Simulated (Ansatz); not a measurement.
BeI (charge -1): a ladder of basis sets, run with Ansatz's Python interface.

Contents of `bei.xyz`:
```text
2

Be    0.00000    0.00000    0.00000
I     0.00000    0.00000    2.37000
```

`bei.py`
```python
'''How the energy of BeI(-) converges with the basis.'''

import logging
import sys

import ansatz as az

logging.basicConfig(stream=sys.stdout, format='%(levelname)s:%(name)s:%(message)s')
logger = logging.getLogger('bei')
logger.setLevel(logging.INFO)

geometry = az.Crystal.molecule_from_extxyz('bei.xyz')

model = geometry.calculation().functional('pbe0').charge(-1)

energies = {}
for basis in ['def2-SVP', 'def2-SVPD', 'def2-TZVP', 'def2-TZVPP']:
    r = model.basis(gaussian=basis).run(threads=1, backend='cpu').report
    size = r['n_frozen'] + r['n_occupied'][0] + r['n_virtual'][0]
    energies[basis] = (r['reference_energy_ev'] / 27.211386246, r['free_energy_ev'] / 27.211386246)
    logger.info(f'{basis:14s} {size:4d} orbitals  reference {energies[basis][0]:14.6f} Ha  total {energies[basis][1]:14.6f} Ha')

last = energies['def2-TZVPP'][1]
for basis, (_, total) in energies.items():
    logger.info(f'{basis:14s} lies {27.211386 * (total - last):9.4f} eV above def2-TZVPP')
```

How far does the total energy move along this ladder of basis sets?

Against def2-SVP: def2-SVPD -6.5 mHa, def2-TZVP -30.0 mHa and def2-TZVPP -30.0 mHa. The last step alone is +0.00 mHa (these two sets differ little on atoms other than hydrogen). From the first set to the last the time grows from 0.5 to 0.7 s.

The output:

Output of `python bei.py`:
```text
INFO:bei:def2-SVP         35 orbitals  reference    -312.447483 Ha  total    -312.447483 Ha
INFO:bei:def2-SVPD        47 orbitals  reference    -312.454019 Ha  total    -312.454019 Ha
INFO:bei:def2-TZVP        69 orbitals  reference    -312.477491 Ha  total    -312.477491 Ha
INFO:bei:def2-TZVPP       69 orbitals  reference    -312.477491 Ha  total    -312.477491 Ha
INFO:bei:def2-SVP       lies    0.8166 eV above def2-TZVPP
INFO:bei:def2-SVPD      lies    0.6387 eV above def2-TZVPP
INFO:bei:def2-TZVP      lies    0.0000 eV above def2-TZVPP
INFO:bei:def2-TZVPP     lies    0.0000 eV above def2-TZVPP
```

Caveats:
- The drop along the ladder measures the basis error, and is no property of the molecule.
- The geometry is a force-field or estimated start, not a minimum of this method, and the last set is no limit. Much of the fall in a total is atomic energy, which cancels in bond and reaction energies.
- def2 sets replace the cores of elements past krypton by effective core potentials.
- The spin state was assumed, and another may lie lower.
- Hardware and time: 3.1 s on 1 thread of Arm Neoverse V2, with other jobs on the host, peak memory 0.17 GiB.

(Lines on the test bed's own set-up are left out of the output.)
